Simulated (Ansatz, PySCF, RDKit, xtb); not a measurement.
# CH11PSi3: ranking a sample of isomers

A sample of isomers of CH11PSi3 is drawn. Aim: find which of them has the lowest free energy at 298.15 K, then its properties. The sample is small against all isomers, and the most stable one of this formula need not be in it.

Plan: many cheap relaxations first (GFN2-xTB), then density-functional screening, relaxation at B3LYP-D3(BJ)/def2-SVP, vibrations (at GFN2-xTB) and a final energy. The numbers are computed, not measured.

### 1 Drawing up candidates

Isomers were taken from a list of plausible structures; this is a sample, not all of them. That gives 6 candidates.

| label | SMILES | spin |
| --- | --- | --- |
| c013 | [SiH3][SiH2]C[SiH2]P | singlet |
| c113 | [SiH3]C[SiH2][P@H][SiH3] | singlet |
| c249 | C[SiH2]P([SiH3])[SiH3] | singlet |
| c266 | [SiH3]C[Si@H]([SiH3])P | singlet |
| c379 | C[SiH2][Si@H]([SiH3])P | singlet |
| c754 | [SiH3]C([SiH3])[SiH2]P | singlet |

Candidates are built by distance geometry, with a force field where one applies, in up to four conformers (letters a to d).

Q: Predict the outcome of this search (final energies at CCSD(T)/def2-SVP + MP2/def2-TZVPP - MP2/def2-SVP).

| quantity | value |
| --- | --- |
| lowest structure found | C[SiH2]P([SiH3])[SiH3], singlet |
| next finalist | [SiH3]C[SiH2][P@H][SiH3], singlet, 7.1 kcal/mol higher in G |
| share at equilibrium, among the finalists | 100.0 % |
| dipole moment (PBE0/def2-SVPD) | 0.99 D |
| HOMO energy (PBE0/def2-SVPD) | -7.18 eV |
| LUMO energy (PBE0/def2-SVPD) | -0.15 eV |
| HOMO–LUMO gap (PBE0/def2-SVPD) | 7.04 eV |
| lowest excitation (TD-PBE0/def2-SVPD) | 5.84 eV (f = 0.011) |
| strongest of the states computed, same level | 6.31 eV (f = 0.049) |
| lowest triplet excitation, same level, Tamm-Dancoff | 5.30 eV |
| vertical ionisation energy | 8.87 eV |
| vertical electron affinity | -1.08 eV (unbound: the value depends on the basis) |
| vertical triplet less singlet | +5.32 eV |

`C[SiH2]P([SiH3])[SiH3]` comes out lowest. Among the finalists first place is clear (7.1 kcal/mol); structures outside the list aren't covered. GFN2-xTB, HF/STO-3G, r2SCAN-D4/def2-SVP, B3LYP-D3(BJ)/def2-SVP, HF/def2-SVP and MP2/def2-SVP already put its bonding pattern lowest among the structures in one piece. 9 minima inside the window were never screened. The search is not exhaustive (a finite list of starts, one conformer a finalist), so a lower isomer can't be ruled out. Only 6 drawn patterns were tried, so whole families of isomers are missing, and the result ranks this sample alone. The lowest isomer need not be the one that is made and kept in a bottle, which depends on barriers.
